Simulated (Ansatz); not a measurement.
# CoHO+ (doublet): from Hartree-Fock to the top rungs, def2-SVP

An exercise on one series of results from a longer session: the logs are not shown, and one member is left open.

Program: Ansatz 0.2.0, Gaussian basis. Level of theory: def2-SVP, core rule «outside noble gas», up to 10 orbitals frozen. These are calculated values, not measurements.

Plan: UHF; CCSD(T) on ROHF; CCSD(T) on UHF; CISD; CCSDT(Q) on UHF.

28 further runs of the same task are left out: 2 for a known fault of the program, 16 that didn't finish, 10 set aside as unsound or not needed.

### The geometry

The geometry is a PBE0/def2-TZVP stationary point (not a proven minimum) of the parent state, kept for this charge and spin.

3 atoms, charge 1, spin multiplicity 2.

Atoms are counted from 1 here; the program's logs count them from 0.

Bond lengths: Co1–O2 1.717 Å, O2–H3 0.966 Å. Angles: Co1–O2–H3 111.2°.

Set-up of the first run:

Input file in.yaml:

```yaml
crystal:
  periodic: [false, false, false]
  atoms:
    - {symbol: Co, position_ang: [0.000000, 0.016178, 0.389046]}
    - {symbol: O, position_ang: [0.000000, -0.107788, -1.323644]}
    - {symbol: H, position_ang: [0.000000, 0.765063, -1.736447]}
basis:
  gaussian: {orbitals: def2-SVP}
total_charge: 1
magnetization: {spin_polarized: true, initial_magnetization: 1}
hamiltonian: {xc: hf}
output: {orbitals: {seedname: orbitals}}
```

The run is started by

```sh
$ ansatz run in.yaml --threads 1 --pin off --events-out ev --progress --plain --max-ram 2393MiB
```

Steps of the session up to this table: UHF; CCSD(T) on ROHF; CCSD(T) on UHF; CISD; CCSDT(Q) on UHF.

One of the session's tables, all rows but one given; the rest of the session is left out.

It belongs to the step «Misses and costs». 

| method | from UCCSDT(Q) (meV) |
| --- | --- |
| ROHF | +12432.3 |
| UHF | +11484.3 |
| RMP2 | +2652.1 |
| UMP2 | +2029.7 |
| CISD | ? |
| RCCSD | +2041.5 |
| UCCSD | +1126.7 |
| RCCSD(T) | +1589.6 |
| UCCSD(T) | +527.3 |
| UCCSDT | +211.8 |
| UCCSDT(Q) | 0 |

**Question.** Estimate the row for CISD.

**Answer.** from UCCSDT(Q) (meV): +3077.4. In the column «from UCCSDT(Q) (meV)» it lies between RMP2 (+2652.1) and UHF (+11484.3).

The program flags UCCSD(T), UCCSDT(Q) as in doubt (see the logs), so the zero of the table is itself unsure.

To keep in mind: The determinant is far from a pure spin state, so its energy mixes those of several spin states (harmless only where they are near-degenerate, as at dissociation). The program flags UCCSD(T), UCCSDT(Q) as in doubt, so the zero of the table is itself unsure. Warnings: spin contamination; coupled cluster took another determinant than the lowest; large T1 diagnostic. Restricted and unrestricted rows rest on different reference determinants; where their highest levels disagree by more than a few hundredths of an eV, they describe different states and don't form one ladder.
